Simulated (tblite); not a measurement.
# C5H8OSeSi: the cost of one run

Programs: tblite 0.8.0 and PySCF 2.14.0, with density-fitted response routines of our own. Each step states its level of theory. These are calculated values for one molecule in the gas phase, unless marked as measured. Atoms count from 0, in the outputs and in this text.

**1. The starting structure**

16 atoms, charge 0, multiplicity 1; geometry from: force field or distance geometry start.

Bonds of the start (Å): C0–C1 1.50, C1–C2 1.39, C2–C3 1.52, C3–C4 1.52, C4–O5 1.22, C3–Si6 1.74, Si6–Se7 2.29, Si6–C1 1.84, C0–H8 1.11, C0–H9 1.10, C0–H10 1.11, C2–H11 1.08, C3–H12 1.10, C4–H13 1.09, Si6–H14 1.47, Se7–H15 1.54.

**2. Relaxing the molecule with GFN2-xTB**

Job settings and geometry (Å):

```
{"job": {"kind": "relax", "xc": "GFN2-xTB", "basis": "xTB"}, "charge": 0, "multiplicity": 1}
C      1.967300     1.546200     0.325500
C      0.839200     0.681200    -0.152300
C      0.798100    -0.390100    -1.039400
C     -0.694700    -0.612500    -0.906100
C     -0.997700    -2.004600    -0.390100
O     -2.159100    -2.369800    -0.271500
Si    -0.947400     0.618500     0.295100
Se    -1.228300    -0.126800     2.443100
H      2.393900     2.094000    -0.535900
H      2.741700     0.922800     0.800600
H      1.574900     2.276700     1.069100
H      1.539800    -0.869900    -1.654600
H     -1.229200    -0.398500    -1.838800
H     -0.188600    -2.694900    -0.164200
H     -1.711500     1.801900    -0.142000
H     -2.706000    -0.465200     2.150000
```

Started as:

```sh
$ OMP_NUM_THREADS=1 python probes_run.py task.json out
```

The driver reads the jobs from task.json and runs them one after another.

**Question.** How long does this first job take on 1 thread of Arm Neoverse V2, shared host?

About 1.3 s.
